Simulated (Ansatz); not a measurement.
The system is In3As.

```
In As
1.0
     4.67168    0.00000    0.00000
     0.00000    4.67168    0.00000
     0.00000    0.00000    4.67168
In As
3 1
Direct
  0.50000 0.50000 0.00000
  0.50000 0.00000 0.50000
  0.00000 0.50000 0.50000
  0.00000 0.00000 0.00000
```

The cell comes from a database or a generator and needn't be the stable form of this composition.

| Quantity | Value |
| --- | --- |
| Program | Ansatz 0.2.0 |
| Task | relaxation of cell and atoms |
| Functional | PBEsol |
| Potentials or basis | all-electron LAPW, scalar-relativistic |
| Basis error allowed | 0.002 eV/atom |
| k mesh | 6 × 6 × 6 |
| Occupations | fermi-dirac, width 0.05 eV |
| Spin | no spin polarisation |

At the start: volume 25.49 Å³/atom.

Q: Where does the relaxation end?

A: Over 4 steps the energy falls by 10.6 meV/atom and the volume is 24.15 Å³/atom (-5.3 %); space group Pm-3m (No. 221, to 0.05 Å).

The path:
| step | energy change (eV) | largest force (eV/Å) | volume (Å³) |
| --- | --- | --- | --- |
| 1 | 0.0000 | 0.0000 | 101.96 |
| 2 | -0.0419 | 0.0000 | 95.98 |
| 3 | -0.0424 | 0.0000 | 96.60 |
| 4 | -0.0424 | 0.0000 | 96.60 |

Final structure:
```
CELL_PARAMETERS angstrom
4.58844 0.00000 0.00000
0.00000 4.58844 0.00000
0.00000 0.00000 4.58844
ATOMIC_POSITIONS crystal
In 0.50000 0.50000 0.00000
In 0.50000 0.00000 0.50000
In 0.00000 0.50000 0.50000
As 0.00000 0.00000 0.00000
```
